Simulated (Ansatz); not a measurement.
Here is an Ansatz input file for BGeH₃O, SMILES [BH]1[O][GeH2]1. Write the same calculation for the Python package.

```yaml
crystal:
  periodic: [false, false, false]
  atoms:
    - { symbol: B, position_ang: [-0.589, -1.1716, -0.0922] }
    - { symbol: O, position_ang: [0.6783, -0.8677, 0.4513] }
    - { symbol: Ge, position_ang: [0.1609, 0.7797, 0.0987] }
    - { symbol: H, position_ang: [-1.2217, -1.6782, -0.911] }
    - { symbol: H, position_ang: [1.1018, 1.3303, -1.0315] }
    - { symbol: H, position_ang: [-0.0882, 1.5435, 1.4385] }
basis:
  gaussian:
    orbitals: def2-SVP
correlation:
  active_space:
    window:
      electrons: 2
      orbitals: 2
```

Script `bgeh3o.py`:
```python
"""Static correlation in BGeH3O: natural occupations of an active space."""

import ansatz as az
from ase import Atoms

BASIS = "def2-SVP"

atoms = Atoms(["B", "O", "Ge", "H", "H", "H"], positions=[
    (-0.589, -1.1716, -0.0922),
    (0.6783, -0.8677, 0.4513),
    (0.1609, 0.7797, 0.0987),
    (-1.2217, -1.6782, -0.911),
    (1.1018, 1.3303, -1.0315),
    (-0.0882, 1.5435, 1.4385),
])
mol = az.Crystal.molecule_from_ase(atoms)

setup = (
    mol.calculation()
    .basis(gaussian=BASIS)
    .correlation(active_electrons=2, active_orbitals=2)
)
for method in [None]:
    r = (setup if method is None else setup.correlation(method)).run(threads=1, backend="cpu").report
    space = r["configurations"]
    state = space["states"][0]
    print(method or "casscf", f"total {r['free_energy_ev'] / 27.211386246:.6f} Ha, active-space state {state['energy']['hartree']:.6f} Ha, mean field {r['reference_energy_ev'] / 27.211386246:.6f} Ha")
    print("  determinants", state["n_determinants"], " natural occupations", [round(n, 3) for n in space["natural_occupations"]])
```

Running `python bgeh3o.py` prints:
```text
casscf total -2176.276727 Ha, active-space state -2176.276727 Ha, mean field -2176.257750 Ha
  determinants 4  natural occupations [1.934, 0.066]
```

Caveats:
- Total energies depend on the basis set; only differences at equal settings carry meaning.
- The geometry is a force-field or estimated start, not a minimum of this method, and the basis set is short of its limit. The active space starts as a window about the frontier orbitals and is then optimised, not chosen by chemistry.
- Run time: 3 s on 1 thread of Arm Neoverse V2, on a shared host, peak memory 0.22 GiB.

(Lines on the test bed's own set-up are left out of the output.)
